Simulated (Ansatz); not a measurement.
# C5H15NO4W: one species, many methods

The task here is to estimate one member of a computed series from the others.

Method: functionals in def2-TZVPP, the program's frozen cores in correlated methods; program: Ansatz 0.2.0, Gaussian basis.

The runs, in order: LDA (SPW92), PBE-D4, revPBE-D4, BLYP-D4, r2SCAN-D4, B97M-V, PBE0-D4, B3LYP-D4, r2SCANh-D4, r2SCAN0-D4, HSE06-D4, BHLYP-D4, CAM-B3LYP-D4, LC-ωPBE, ωB97X-V, ωB97M-V, B2PLYP, PBE-QIDH; CCSD(T)/def2-SVP; CCSD(T)/def2-TZVPP; MP2/def2-QZVPP; extrapolation to the limit; RPA on PBE.

### The relaxed structure

An earlier PBE0-D4 in a triple-zeta def2 set relaxation fixed the geometry. W takes the def2 core potential; no spin-orbit term is included.

SMILES `C[N]=[W]([O]C)([O]C)([O]C)[O]C`, 26 atoms, charge 0, spin multiplicity 1.

Atoms are counted from 1 here; the program's logs count them from 0.

Bond lengths: C1–N2 1.413 Å, C1–H12 1.095 Å, C1–H13 1.095 Å, C1–H14 1.095 Å, N2–W3 1.727 Å, W3–O4 1.933 Å, W3–O6 1.886 Å, W3–O8 1.935 Å, W3–O10 1.904 Å, O4–C5 1.397 Å, C5–H15 1.096 Å, C5–H16 1.097 Å, C5–H17 1.095 Å, O6–C7 1.392 Å, C7–H18 1.096 Å, C7–H19 1.094 Å, C7–H20 1.096 Å, O8–C9 1.399 Å and more. Angles: N2–C1–H12 111.0°, N2–C1–H13 110.8°, N2–C1–H14 110.4°, H12–C1–H13 108.1°, H12–C1–H14 108.2°, H13–C1–H14 108.2°, C1–N2–W3 173.1°, N2–W3–O4 105.9°, N2–W3–O6 109.0°, N2–W3–O8 98.3°, N2–W3–O10 108.9°, O4–W3–O6 83.7°, O4–W3–O8 85.1°, O4–W3–O10 145.0°, O6–W3–O8 152.4°, O6–W3–O10 88.2°, O8–W3–O10 86.7°, W3–O4–C5 129.3° and more.

The first run:

File in.yaml:

```yaml
crystal:
  periodic: [false, false, false]
  atoms:
    - {symbol: C, position_ang: [-0.516027, -2.833672, -1.189045]}
    - {symbol: N, position_ang: [-0.198766, -1.550849, -0.689253]}
    - {symbol: W, position_ang: [0.185010, 0.081279, -0.276413]}
    - {symbol: O, position_ang: [-1.485943, 0.905288, 0.238437]}
    - {symbol: C, position_ang: [-2.437262, 0.471102, 1.164232]}
    - {symbol: O, position_ang: [0.004734, 1.162540, -1.810687]}
    - {symbol: C, position_ang: [-1.009142, 1.767029, -2.548928]}
    - {symbol: O, position_ang: [0.456573, -0.167713, 1.623550]}
    - {symbol: C, position_ang: [0.713176, 0.895802, 2.495308]}
    - {symbol: O, position_ang: [2.069763, 0.323519, -0.401213]}
    - {symbol: C, position_ang: [3.157688, -0.341155, 0.165899]}
    - {symbol: H, position_ang: [-1.560378, -2.879672, -1.514845]}
    - {symbol: H, position_ang: [0.119342, -3.086714, -2.044271]}
    - {symbol: H, position_ang: [-0.364700, -3.593468, -0.414846]}
    - {symbol: H, position_ang: [-1.960877, 0.036477, 2.050828]}
    - {symbol: H, position_ang: [-3.086960, -0.293207, 0.720636]}
    - {symbol: H, position_ang: [-3.058827, 1.317456, 1.473374]}
    - {symbol: H, position_ang: [-1.327264, 1.112527, -3.368122]}
    - {symbol: H, position_ang: [-0.644155, 2.706950, -2.972857]}
    - {symbol: H, position_ang: [-1.869328, 1.972826, -1.901882]}
    - {symbol: H, position_ang: [0.792357, 0.514761, 3.517673]}
    - {symbol: H, position_ang: [1.653535, 1.404664, 2.242563]}
    - {symbol: H, position_ang: [-0.092063, 1.642216, 2.465966]}
    - {symbol: H, position_ang: [2.932575, -0.644887, 1.195322]}
    - {symbol: H, position_ang: [3.403443, -1.239566, -0.411650]}
    - {symbol: H, position_ang: [4.029194, 0.320165, 0.170120]}
basis:
  gaussian: {orbitals: def2-TZVPP}
hamiltonian: {xc: lda}
output: {orbitals: {seedname: orbitals}}
```

Started as:

```sh
ansatz run in.yaml --threads 11 --pin off --events-out ev --progress --plain --max-ram 166912MiB --backend cuda --devices 0, --max-vram 75GiB
```

Among the steps run: LDA; PBE-D4 (GGA); revPBE-D4 (GGA); BLYP-D4 (GGA); r2SCAN-D4 (meta-GGA); B97M-V (meta-GGA); PBE0-D4 (hybrid); B3LYP-D4 (hybrid); r2SCANh-D4 (hybrid); r2SCAN0-D4 (hybrid); HSE06-D4 (hybrid); BHLYP-D4 (hybrid); CAM-B3LYP-D4 (range-separated); LC-ωPBE (range-separated); ωB97X-V (range-separated); ωB97M-V (range-separated); B2PLYP (double hybrid); PBE-QIDH (double hybrid).

One of the session's tables, all rows but one given; the rest of the session is left out.

It belongs to the step «Frontier levels by functional». 

```
  functional  HOMO (eV)  gap (eV)
 LDA (SPW92)      -5.91      3.56
      PBE-D4      -5.76      3.60
   revPBE-D4      -5.69      3.61
     BLYP-D4      -5.65      3.60
   r2SCAN-D4      -6.04      3.95
      B97M-V      -6.17      4.05
     PBE0-D4      -7.15      5.75
    B3LYP-D4      -6.93      5.32
  r2SCANh-D4      -6.57      4.77
  r2SCAN0-D4          ?         ?
    HSE06-D4      -6.75      4.97
    BHLYP-D4      -8.47      8.03
CAM-B3LYP-D4      -8.52      8.22
     LC-ωPBE      -9.82     10.68
     ωB97X-V      -9.51     10.26
     ωB97M-V      -9.45     10.14
```

**Question.** Estimate the row for r2SCAN0-D4.

Worked estimate for «HOMO (eV)». Against the share of exact exchange, r2SCAN-D4 (0, -6.04), r2SCANh-D4 (0.1, -6.57) give a slope of -5.30 per unit share; at 0.25 the line stands at -7.36.

As computed: HOMO (eV): -7.36; gap (eV): 6.02. In «HOMO (eV)» the line misses by 0.00.
